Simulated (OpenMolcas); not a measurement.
**One shape, several levels: triplet CH2Se**

Aim: a comparison of 6 runs (UHF/def2-TZVPP, U-revPBE/def2-TZVPP, UBHLYP/def2-TZVPP, UM06-2X/def2-TZVPP, UPBE0/def2-TZVPP, ROMP2/def2-TZVPP) of triplet CH2Se. 

The results are computed with OpenMolcas 26.06.

### Step 1. The structure to begin with

The species is CH2Se (4 atoms), meant as a triplet with charge 0. SMILES of the parent species: `C=[Se]`. The coordinates come from a PBE0-D4/def2-TZVP relaxation. That shape belongs to the parent species and isn't relaxed for this state.

Bond lengths: C1–Se2 1.741 Å, C1–H3 1.087 Å, C1–H4 1.087 Å. Angles: Se2–C1–H3 121.8°, Se2–C1–H4 121.8°, H3–C1–H4 116.4°.

### Step 2. The energy at UHF/def2-TZVPP (run 1)

mol.xyz reads:

```xyz
4

C     -0.129440    -0.027430    -0.068180
Se     1.384110     0.293380     0.729180
H     -0.586530    -1.013730    -0.053570
H     -0.668140     0.747780    -0.607410
```

job.input reads:

```
* CH2Se Hartree-Fock

&GATEWAY
 BasLib=$CurrDir
 Coord=mol.xyz
 Basis=def2-TZVPP
 Group=NoSym

&SEWARD

&SCF
 UHF
 Spin=3
 Thresholds=1e-10 1e-07 1e-07 1e-05
 PrOrbitals=1 2
```

The basis set def2-TZVPP is read from a file made from the Basis Set Exchange's data (not shown).

Started as:

```sh
export MOLCAS_MEM=1860
pymolcas job.input > job.log
```

Standard output:

```text
--- Start Module: gateway ---
[...]
--- Stop Module: gateway /rc=_RC_ALL_IS_WELL_ ---
--- Start Module: seward ---
[...]
      Basis functions          107
--- Stop Module: seward /rc=_RC_ALL_IS_WELL_ ---
[...]
--- Start Module: scf ---
[...]
       Convergence after  19 Iterations
[...]
::    Total SCF energy                              -2438.8227169138
[...]
      Total spin, S                                     1.0094604427
[...]
      Total electronic charge=   42.000000
      Total            charge=   -0.000000
[...]
      Dipole Moment (debye):
      Origin of the operator (angstrom)=    1.1476    0.2432    0.6046
                   X= -6.8991E-01               Y= -1.4624E-01               Z= -3.6348E-01           Total=  7.9339E-01
      Quadrupole Moment (debye*angstrom):
[...]
--- Stop Module: scf /rc=_RC_ALL_IS_WELL_ ---
[...]
```

It took 23 s on 1 thread of Arm Neoverse N1, shared host; peak memory 0.62 GiB.

### Step 3. The energy at U-revPBE/def2-TZVPP (run 2)

mol.xyz is that of step 2.

mol.input reads:

```
&GATEWAY
  BasLib
  $CurrDir
  Coord
  mol.xyz
  Basis
  def2-TZVPP
  Group
  NoSym

&SEWARD
  GridInput
  Grid=UltraFine
  End of Grid

&SCF
  UHF
  Spin
  3
  KSDFT
  revPBE
  Thresholds
  1e-10 1e-07 1e-07 1e-05
  PrOrbitals
  1 2
```

The basis set def2-TZVPP is read from a file made from the Basis Set Exchange's data (not shown).

Started as:

```sh
export MOLCAS_MEM=1860
pymolcas mol.input > mol.log
```

Standard output:

```text
--- Start Module: gateway ---
[...]
--- Stop Module: gateway /rc=_RC_ALL_IS_WELL_ ---
--- Start Module: seward ---
[...]
      Basis functions          107
--- Stop Module: seward /rc=_RC_ALL_IS_WELL_ ---
[...]
--- Start Module: scf ---
[...]
       Convergence after  18 Iterations
[...]
::    Total KS-DFT energy                           -2440.5742150772
[...]
      Total spin, S                                     1.0015865126
[...]
      Total electronic charge=   42.000000
      Total            charge=   -0.000000
[...]
      Dipole Moment (debye):
      Origin of the operator (angstrom)=    1.1476    0.2432    0.6046
                   X= -2.7370E-01               Y= -5.8025E-02               Z= -1.4422E-01           Total=  3.1477E-01
      Quadrupole Moment (debye*angstrom):
[...]
--- Stop Module: scf /rc=_RC_ALL_IS_WELL_ ---
[...]
```

Wall time 75 s (1 thread of Arm Neoverse N1, shared host); peak memory 0.62 GiB.

Runs 3 to 4 aren't shown in full; the table further down has their settings and results.

### Step 4. The energy at UPBE0/def2-TZVPP (run 5)

calc.input reads:

```
&GATEWAY
BasLib = $CurrDir
Coord
4
angstrom
C       -0.129440      -0.027430      -0.068180
Se       1.384110       0.293380       0.729180
H       -0.586530      -1.013730      -0.053570
H       -0.668140       0.747780      -0.607410
Basis = def2-TZVPP
Group = NoSym
&SEWARD
GridInput
Grid=UltraFine
End of Grid
&SCF
UHF
Spin = 3
KSDFT = PBE0
Thresholds = 1e-10 1e-07 1e-07 1e-05
PrOrbitals = 1 1
```

The basis set def2-TZVPP is read from a file made from the Basis Set Exchange's data (not shown).

Started as:

```sh
export MOLCAS_MEM=1860
pymolcas calc.input > calc.log
```

Standard output:

```text
--- Start Module: gateway ---
[...]
--- Stop Module: gateway /rc=_RC_ALL_IS_WELL_ ---
--- Start Module: seward ---
[...]
      Basis functions          107
--- Stop Module: seward /rc=_RC_ALL_IS_WELL_ ---
[...]
--- Start Module: scf ---
[...]
       Convergence after  19 Iterations
[...]
::    Total KS-DFT energy                           -2440.4482891585
[...]
      Total spin, S                                     1.0026001449
[...]
      Total electronic charge=   42.000000
      Total            charge=   -0.000000
[...]
      Dipole Moment (debye):
      Origin of the operator (angstrom)=    1.1476    0.2432    0.6046
                   X= -3.5042E-01               Y= -7.4285E-02               Z= -1.8463E-01           Total=  4.0299E-01
      Quadrupole Moment (debye*angstrom):
[...]
--- Stop Module: scf /rc=_RC_ALL_IS_WELL_ ---
[...]
```

It took 77 s on 1 thread of Arm Neoverse N1, shared host; peak memory 0.62 GiB.

### Step 5. A single-point energy at ROMP2/def2-TZVPP (run 6)

run.input reads:

```
&gateway
 baslib
 $CurrDir
 coord
 4
 angstrom
 C       -0.129440      -0.027430      -0.068180
 Se       1.384110       0.293380       0.729180
 H       -0.586530      -1.013730      -0.053570
 H       -0.668140       0.747780      -0.607410
 basis
 def2-TZVPP
 group
 NoSym

&seward

&scf
 uhf
 spin
 3
 thresholds
 1e-10 1e-07 1e-07 1e-05
 prorbitals
 1 1

&rasscf
 fileorb
 $Project.UnaOrb
 spin
 3
 nactel
 2 0 0
 inactive
 20
 ras2
 2
 outorbitals
 Canonical
 orblisting
 NoCore

&caspt2
 ipea
 0.0
 frozen
 10
```

The basis set def2-TZVPP is read from a file made from the Basis Set Exchange's data (not shown).

Started as:

```sh
export MOLCAS_MEM=1860
pymolcas run.input > run.log
```

Standard output:

```text
--- Start Module: gateway ---
[...]
--- Stop Module: gateway /rc=_RC_ALL_IS_WELL_ ---
[...]
      Basis functions          107
[...]
       Convergence after  19 Iterations
[...]
::    Total SCF energy                              -2438.8227169138
[...]
      Total spin, S                                     1.0094604427
[...]
--- Start Module: rasscf ---
[...]
      Number of active orbitals                  2
[...]
      Spin quantum number                      1.0
[...]
      Active orbitals                            2
[...]
      Number of CSFs                             1
[...]
      Number of root(s) required                 1
[...]
      Convergence after 10 iterations
[...]
      printout of CI-coefficients larger than  0.05 for root  1
      energy=   -2438.813081
      conf/sym  11     Coeff  Weight
             1  uu   1.00000 1.00000
      Natural orbitals and occupation numbers for root  1
      sym 1:   1.000000   1.000000
      ************************************************************************************************************************
      *                                                    Final results                                                     *
[...]
::    RASSCF root number  1 Total energy:  -2438.81308104
[...]
      Total electronic charge=   42.000000
      Total            charge=   -0.000000
[...]
      Dipole Moment (debye):
      Origin of the operator (angstrom)=    1.1476    0.2432    0.6046
                   X= -7.2952E-01               Y= -1.5464E-01               Z= -3.8435E-01           Total=  8.3895E-01
      Quadrupole Moment (debye*angstrom):
[...]
--- Stop Module: rasscf /rc=_RC_ALL_IS_WELL_ ---
[...]
--- Start Module: caspt2 ---
[...]
 ###    WARNING: User changed nr of frozen orbitals.                         ###
 ###############################################################################
[...]
      E2 (Variational):          -0.4189605937
      Total energy:           -2439.2320416287
[...]
      Reference weight:           0.87639
[...]
::    CASPT2 Root  1     Total energy:  -2439.23204163
[...]
--- Stop Module: caspt2 /rc=_RC_ALL_IS_WELL_ ---
[...]
```

Wall time 37 s (1 thread of Arm Neoverse N1, shared host); peak memory 0.62 GiB.

### Step 6. All runs side by side

```csv
run,level,integration grid,frozen core orbitals,energy (Eh),dipole moment (D),HOMO energy (eV),LUMO energy (eV),wall time
1,UHF/def2-TZVPP,–,–,-2438.822717,0.79,-8.11,0.15,23 s
2,U-revPBE/def2-TZVPP,UltraFine,–,-2440.574215,0.31,-3.83,–,75 s
3,UBHLYP/def2-TZVPP,UltraFine,–,-2440.746121,0.46,-6.19,-3.11,74 s
4,UM06-2X/def2-TZVPP,UltraFine,–,-2440.782311,0.30,-6.06,-3.05,2 min
5,UPBE0/def2-TZVPP,UltraFine,–,-2440.448289,0.40,-5.12,-4.13,77 s
6,ROMP2/def2-TZVPP,–,10,-2439.232042,–,–,–,37 s
```

### Step 7. Outcome

```
           quantity           value
run 6: total energy  -2439.23204 Eh
```

What this shows: Over runs 1, 2, 3, 4, 5 the dipole moment (its size) runs from 0.30 D (UM06-2X/def2-TZVPP) to 0.79 D (UHF/def2-TZVPP). Totals of different functionals can't be ranked against each other. All runs together took 6.8 min, the longest 2 min.
